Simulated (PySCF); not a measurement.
# C3H6ClSi: the cost of one run

Programs: PySCF 2.14.0, with routines of our own; each step states its level. All values are computed. Atoms count from 0.

### 1 The starting structure

11 atoms, charge 1, multiplicity 1; geometry from: GFN2-xTB.

### 2 Geometry optimisation at PBE0-D3(BJ)/def2-SVP

The job: settings as JSON, then the geometry in Å.

```
{"job": {"xc": "PBE0", "basis": "def2-SVP", "d3": "d3bj", "grid": 1, "kind": "geom"}, "charge": 1, "multiplicity": 1}
C      2.293033     0.309816    -0.482414
C      0.961356     0.316788    -0.585873
Si    -0.241615    -0.237645     0.724139
C     -2.068481     0.042397     0.361644
Cl    -2.120713    -1.626303    -0.378146
H      2.816403    -0.025521     0.397973
H      2.914852     0.652364    -1.295065
H      0.517227     0.678380    -1.513266
H      0.053877    -0.962062     1.949848
H     -2.771527     0.082613     1.190187
H     -2.348988     0.771845    -0.394990
```

Started as:

```
$ OMP_NUM_THREADS=1 python excited_run.py task.json out
```

One launch serves the whole session: the jobs run in the order shown.

Q: Estimate the wall time and peak memory of this first job on 1 thread of Intel Xeon 6975P-C, shared host.

About 15 s, with a peak of 0.56 GiB.
